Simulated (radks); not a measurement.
# Nb³⁴⁺ in [He] 2s2 2p3: an all-electron calculation

One table from this session's results is given with a row withheld; the runs are named, their logs left out.

Method: Dirac Kohn-Sham, LDA (Slater exchange, Perdew-Wang correlation), spin-unpolarised, spherical densities, point nucleus; open shells are shared between the two j in proportion to 2j + 1. Code: radks (a radial shooting solver on a logarithmic mesh, Libxc functionals) version 1.

## Starting point

- element: niobium (Z = 41)
- charge: +34
- electrons: 7
- configuration: [He] 2s2 2p3

Outer shells as boxes (Hund's rule):

Nb³⁴⁺
```
[He] core
2s [↑↓]
2p [↑ ][↑ ][↑ ]
```

The first run:

The run's settings:

```text
Z 41
configuration [He] 2s2 2p3
relativity Dirac
functional lda,pw
spin unpolarised
j_filling average
nucleus point
c 137.035999084
```

Launch:

```bash
> python run_ks.py task.json out
```

All runs below come from this command, one after another.

One table of the session follows, with a row left open; its other results are not shown here.

It belongs to the step «Orbitals and density». From the orbitals of this run (lengths in bohr):

| level | <r> | outermost maximum (interpolated) | 90 % within |
| --- | --- | --- | --- |
| 1s1/2 | 0.03603 | 0.0235 | 0.0645 |
| 2s1/2 | 0.1508 | 0.130 | 0.232 |
| 2p1/2 | ? | ? | ? |
| 2p3/2 | 0.1313 | 0.104 | 0.212 |

Q: Estimate the row for 2p1/2 from the others.

As computed: <r>: 0.1273; outermost maximum (interpolated): 0.100; 90 % within: 0.206. In the column «<r>» it lies between 1s1/2 (0.03603) and 2p3/2 (0.1313).

To keep in mind: Spin polarisation and multiplet splitting are left out.
